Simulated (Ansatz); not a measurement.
# SF6 (Im-3m): SCF with some post-processing

A script is to give an SCF with some post-processing; the system is SF6 (Im-3m).

Computed with Ansatz 0.2.0 through its Python package. Level of theory: DFT LDA, plane waves, PAW.

### Step 1. Starting point

It takes space group Im-3m (No. 229, cubic). Conventional cell: a = 5.747 Å, b = 5.747 Å, c = 5.747 Å, α = 90.00°, β = 90.00°, γ = 90.00°. S (site symmetry m-3m) has 6 F at 1.58 Å as nearest neighbours. F (site symmetry 4mm) has 1 S at 1.58 Å as nearest neighbours.

The script holds or builds the structure itself.

### Step 2. Script

sf6.py

```python
'''Electronic structure of SF6, looked at from several sides.'''

from collections import Counter
from pathlib import Path
import logging
import sys

import ansatz
import matplotlib.pyplot as plt
import numpy as np
from pymatgen.core import Structure

logging.basicConfig(stream=sys.stdout, format='%(levelname)s %(message)s')
logger = logging.getLogger('ansatz_job')
logger.setLevel(logging.INFO)

structure = (
    ansatz.Lattice.of([-2.87350474, 2.87350474, 2.87350474], [2.87350474, -2.87350474, 2.87350474], [2.87350474, 2.87350474, -2.87350474])
    .atom('S', [0.0, 0.0, 0.0])
    .atom('F', [0.72562721, 0.72562721, 0.0])
    .atom('F', [0.27437279, 0.27437279, 0.0])
    .atom('F', [0.0, 0.27437279, 0.27437279])
    .atom('F', [0.0, 0.72562721, 0.72562721])
    .atom('F', [0.72562721, 0.0, 0.72562721])
    .atom('F', [0.27437279, 0.0, 0.27437279])
)

job = (
    structure.calculation()
    .functional('LDA')
    .kpoints(4)
    .occupations('fixed')
    .band_table()
    .density()
    .electron_localization_function()
    .output_files(volumetric_format='npy')
    .density_of_states(energy_step=0.05, projected=True)
)
out = job.run(threads=1)
summary = out.report

logger.info(f'free energy      {summary["free_energy_ev"]:.5f} eV')
logger.info(f'per atom         {summary["free_energy_ev"] / len(out.lattice.sites):.5f} eV')
logger.info(f'SCF iterations   {summary["n_iterations"]}  (converged: {summary["converged"]})')

table = np.array(summary['eigenvalues_ev']) - summary['fermi_energy_ev']
filling = np.array(summary['occupations'])
weights = np.tile(summary['kweights'], len(table) // len(summary['kweights']))
logger.info('band   lowest  highest (eV from E_F)  electrons')
for band in range(table.shape[1]):
    if table[:, band].max() > -10:
        logger.info(f'{band + 1:4d} {table[:, band].min():8.3f} {table[:, band].max():8.3f} {weights @ filling[:, band]:18.4f}')
print('electrons counted from the table:', round(float(weights @ filling.sum(axis=1)), 5))

# ELF is 0.5 in a uniform gas and nears 1 where pairs localise
folder = Path(out.write_results('elf'))
elf = np.load(folder / 'elf.npy')
peak = np.unravel_index(elf.argmax(), elf.shape)
print(f'largest ELF {elf.max():.3f} at grid fractions', np.round(np.array(peak) / elf.shape, 3))
for level in (0.2, 0.5, 0.7, 0.8, 0.9):
    logger.info(f'share of the cell with ELF over {level}: {np.mean(elf > level):.3f}')

field = sum(channel.density_e_per_ang3 for channel in out.density().channels[:2])
fig, ax = plt.subplots(figsize=(4, 3.4))
shown = ax.imshow(np.log10(np.clip(field[:, :, 0].T, 1e-3, None)), origin='lower', extent=(0, 1, 0, 1))
fig.colorbar(shown, label='log10 density (e/A^3)')
ax.set(xlabel='fraction of grid vector 1', ylabel='fraction of grid vector 2')
fig.savefig('density_plane.png', dpi=100)
logger.info(f'plane through the origin: {field[:, :, 0].min():.4f} to {field[:, :, 0].max():.4f} e/A^3')

dos = out.density_of_states()
energy = np.asarray(dos.energies_ev) - dos.fermi_ev
projected = out.projected_density_of_states()
fig, ax = plt.subplots(figsize=(5, 3.4))
for name in sorted({site.species for site in projected.sites}):
    curve = sum(np.sum(part.g_bin_mean_per_ev, axis=0) for site in projected.sites if site.species == name for shell in site.shells for part in shell.curves)
    ax.plot(energy, curve, label=name)
    window = (energy > -4) & (energy <= 0)
    logger.info(f'{name}: {curve[window].sum() * (energy[1] - energy[0]):.3f} projected states in the 4 eV under E_F')
ax.set(xlim=(-8, 6), xlabel='E - E_F (eV)', ylabel='states/eV')
ax.legend()
fig.savefig('pdos.png', dpi=100)

final = Structure(out.lattice.cell_ang, [s.symbol for s in out.lattice.sites], [s.position_frac for s in out.lattice.sites])
# first shell of each atom, within 15 % of its shortest distance
shortest = {}
for site, neighbours in zip(final, final.get_all_neighbors(5.0)):
    for other in neighbours:
        pair = '-'.join(sorted((site.specie.symbol, other.specie.symbol)))
        shortest[pair] = min(shortest.get(pair, 9e9), other.nn_distance)
for pair, distance in sorted(shortest.items(), key=lambda item: item[1]):
    logger.info(f'shortest {pair:6s} {distance:.4f} A')
```

### Step 3. Launch

Launch:

```console
python sf6.py
```

Q: Predict the main results. Wanted: free energy; gap on the mesh; highest ELF outside the cores.

As calculated:

```
                     quantity                                            value
                  free energy                -5628.0127 eV (-804.0018 eV/atom)
              gap on the mesh                                          6.17 eV
highest ELF outside the cores  0.85, beside F, off the lines to its neighbours
```

What this shows: On the mesh the gap is 6.17 eV; the true edges may lie between its points. Semilocal functionals usually give gaps below the measured ones. Caveats:
- The Fermi level of a run with fixed occupations marks the highest occupied state on its mesh, not mid-gap.
- Projections exist only for the shells that the potentials hold, some of them semicore, and samples at single energies can miss narrow peaks.
- The crystal has a gap of about 6.17 eV on the mesh; bins of finite width blur the band edges.
- The fields are valence quantities on the plane-wave grid; their values near the nuclei depend on the potentials.
- This cell is a computed structure, which may not be the phase found in nature.
- Levels are Kohn-Sham eigenvalues on this mesh.
- The density of states is complete only as far up as bands were computed.
